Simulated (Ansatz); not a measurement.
# GeH2Br2: how energies converge with the basis set

The task here is to estimate one member of a computed series from the others.

Program: Ansatz 0.2.0, Gaussian basis. Level of theory: one geometry, several basis sets. These are calculated values, not measurements.

The runs, in order: PBE0-D4/def2-SVP; ωB97M-V/def2-SVP; PBE0-D4/def2-QZVPP; ωB97M-V/def2-QZVPP; the functionals' def2-TZVPP values are taken from earlier runs.

## The relaxed structure

An earlier PBE0-D4 in a triple-zeta def2 set relaxation fixed the geometry.

SMILES `[Br][GeH2][Br]`, 5 atoms, charge 0, spin multiplicity 1.

Atoms are counted from 1 here; the program's logs count them from 0.

Bond lengths: Br1–Ge2 2.295 Å, Ge2–Br3 2.295 Å, Ge2–H4 1.529 Å, Ge2–H5 1.529 Å. Angles: Br1–Ge2–Br3 109.1°, Br1–Ge2–H4 108.1°, Br1–Ge2–H5 108.1°, Br3–Ge2–H4 108.1°, Br3–Ge2–H5 108.1°, H4–Ge2–H5 115.1°.

Set-up of the first run:

in.yaml reads:

```yaml
crystal:
  periodic: [false, false, false]
  atoms:
    - {symbol: Br, position_ang: [-0.832853, 0.417492, 1.958691]}
    - {symbol: Ge, position_ang: [-0.101294, 0.007794, -0.177726]}
    - {symbol: Br, position_ang: [2.082003, -0.695694, -0.102870]}
    - {symbol: H, position_ang: [-0.151423, 1.321903, -0.958176]}
    - {symbol: H, position_ang: [-0.946633, -1.125094, -0.761218]}
basis:
  gaussian: {orbitals: def2-SVP}
hamiltonian: {xc: pbe0, dispersion: d4}
output: {orbitals: {seedname: orbitals}}
```

Among the steps run: PBE0-D4 in def2-SVP; ωB97M-V in def2-SVP; PBE0-D4 in def2-QZVPP; ωB97M-V in def2-QZVPP.

One of the session's tables, all rows but one given; the rest of the session is left out.

| functional | basis | HOMO (eV) |
| --- | --- | --- |
| PBE0-D4 | def2-SVP | -8.39 |
| PBE0-D4 | def2-TZVPP | -8.52 |
| PBE0-D4 | def2-QZVPP | -8.52 |
| ωB97M-V | def2-SVP | -10.54 |
| ωB97M-V | def2-TZVPP | -10.69 |
| ωB97M-V | def2-QZVPP | ? |

Q: Estimate the row for ωB97M-V, def2-QZVPP from the others.

The run gave: HOMO (eV): -10.70. In the column «HOMO (eV)» it is the lowest.
